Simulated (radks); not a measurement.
# Eu²⁺ in [Xe] 4f7: an all-electron calculation

Wanted: eigenvalues, radial structure and energy terms of the europium ion Eu2+.

Program: radks (a radial shooting solver on a logarithmic mesh, Libxc functionals) version 1. Level of theory: Dirac Kohn-Sham, PBEsol, spin-unpolarised, spherical densities, finite nucleus; open shells fill j = l - 1/2 first. These are calculated values, not measurements, unless marked.

## (1) What is computed

```
element            : europium (Z = 63)
charge             : +2
electrons          : 61
configuration      : [Xe] 4f7
nuclear rms radius : 5.1115 fm
```

## (2) The run

Input:

```text
Z 63
configuration [Xe] 4f7
relativity Dirac
functional pbe_sol,pbe_sol
spin unpolarised
j_filling energy
nucleus finite rms 5.1115 fm
c 137.035999084
```

On the command line:

```
python run_ks.py task.json out
```

All runs below come from this command, one after another.

Q: Predict the outcome of this run.

The runs gave:

| quantity | value |
| --- | --- |
| total energy | -10847.0608 hartree |
| exchange-correlation share of it | 2.20 % |
| −T/E | 1.0871 |
| highest occupied level | 4f7/2, -15.711 eV |
| most extended occupied level | 5p3/2, <r> = 1.65 bohr |
| radius at density 0.001 e/bohr³ | 3.49 bohr |
| maxima of the radial density | 4 |
| ionisation energy, NIST | 24.84 (semi-emp.) eV |

5 principal shells are occupied and 4 maxima appear in the radial density; where shells overlap, one shows as a shoulder or not at all. Relativity lifts −T/E to 1.087. Minus the highest eigenvalue, 15.711 eV, is 63 % of the tabulated ionisation energy (24.84 eV); the potential of a semilocal functional falls off too fast, so its top eigenvalue is too shallow. Spin polarisation and multiplet splitting are left out.
